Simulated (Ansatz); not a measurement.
# Si24H6CF2: the cost of one run

All numbers below are computed with Ansatz 0.2.0 (DFT PBEsol, plane waves, PAW, scalar-relativistic, no spin polarisation).

## (1) Starting point

The cell holds 33 atoms (CH6F2Si24): a = 11.519 Å, b = 7.679 Å, c = 16.419 Å, α = 90.00°, β = 90.00°, γ = 60.00°.

The coordinates stand in the first input below.

## (2) Relaxing the start

input.yaml

```yaml
crystal:
  lattice:
    - [11.518769, 0.0, 0.0]
    - [3.83959, 6.650365, 0.0]
    - [0.0, 0.0, 16.418765]
  atoms:
    - { symbol: H, position: [0.1111111, 0.1666667, 0.0609059] }
    - { symbol: H, position: [0.4444444, 0.1666667, 0.0609059] }
    - { symbol: H, position: [0.7777778, 0.1666667, 0.0609059] }
    - { symbol: H, position: [0.1111111, 0.6666667, 0.0609059] }
    - { symbol: H, position: [0.4444444, 0.6666667, 0.0609059] }
    - { symbol: H, position: [0.7777778, 0.6666667, 0.0609059] }
    - { symbol: Si, position: [0.1111111, 0.1666667, 0.1522648] }
    - { symbol: Si, position: [0.4444444, 0.1666667, 0.1522648] }
    - { symbol: Si, position: [0.7777778, 0.1666667, 0.1522648] }
    - { symbol: Si, position: [0.1111111, 0.6666667, 0.1522648] }
    - { symbol: Si, position: [0.4444444, 0.6666667, 0.1522648] }
    - { symbol: Si, position: [0.7777778, 0.6666667, 0.1522648] }
    - { symbol: Si, position: [-0.1111111, 0.3333333, 0.2] }
    - { symbol: Si, position: [0.2222222, 0.3333333, 0.2] }
    - { symbol: Si, position: [0.5555556, 0.3333333, 0.2] }
    - { symbol: Si, position: [-0.1111111, 0.8333333, 0.2] }
    - { symbol: Si, position: [0.2222222, 0.8333333, 0.2] }
    - { symbol: Si, position: [0.5555556, 0.8333333, 0.2] }
    - { symbol: Si, position: [-0.1111111, 0.3333333, 0.3432056] }
    - { symbol: Si, position: [0.2222222, 0.3333333, 0.3432056] }
    - { symbol: Si, position: [0.5555556, 0.3333333, 0.3432056] }
    - { symbol: Si, position: [-0.1111111, 0.8333333, 0.3432056] }
    - { symbol: Si, position: [0.2222222, 0.8333333, 0.3432056] }
    - { symbol: Si, position: [0.5555556, 0.8333333, 0.3432056] }
    - { symbol: Si, position: [0.0, 0.0, 0.3909408] }
    - { symbol: Si, position: [0.3333333, 0.0, 0.3909408] }
    - { symbol: Si, position: [0.6666667, 0.0, 0.3909408] }
    - { symbol: Si, position: [0.0, 0.5, 0.3909408] }
    - { symbol: Si, position: [0.3333333, 0.5, 0.3909408] }
    - { symbol: Si, position: [0.6666667, 0.5, 0.3909408] }
    - { symbol: C, position: [0.1567194, 0.273059, 0.4396655] }
    - { symbol: F, position: [0.1413062, 0.1506759, 0.4871721] }
    - { symbol: F, position: [0.1721326, 0.395442, 0.4871721] }
basis:
  ecutwfc: 420.0
kpoints:
  mp_grid: { grid: [1, 2, 1] }
hamiltonian:
  xc: pbesol
  pseudopotentials: { kind: paw, azcp: { folder: soft_1 } }
scf:
  occupations: { method: fermi_dirac, width: 0.05 }
  lower_state_search: "off"
relax:
  f_tol: 0.08
  max_steps: 25
  adjacent_minimum: "off"
  constraints: [{ sites: [0, 1, 2, 3, 4, 5, 6, 7, 8, 9, 10, 11] }]
```

The run is started by

```
> ansatz run input.yaml --threads 1 --pin off --max-ram 3072MiB --backend cpu --events-out ev --progress --plain --runs-dir out
```

What time and memory should one allow on 1 thread of Arm Neoverse V1, shared host?

About 3.3 min, with a peak of 1.2 GiB.
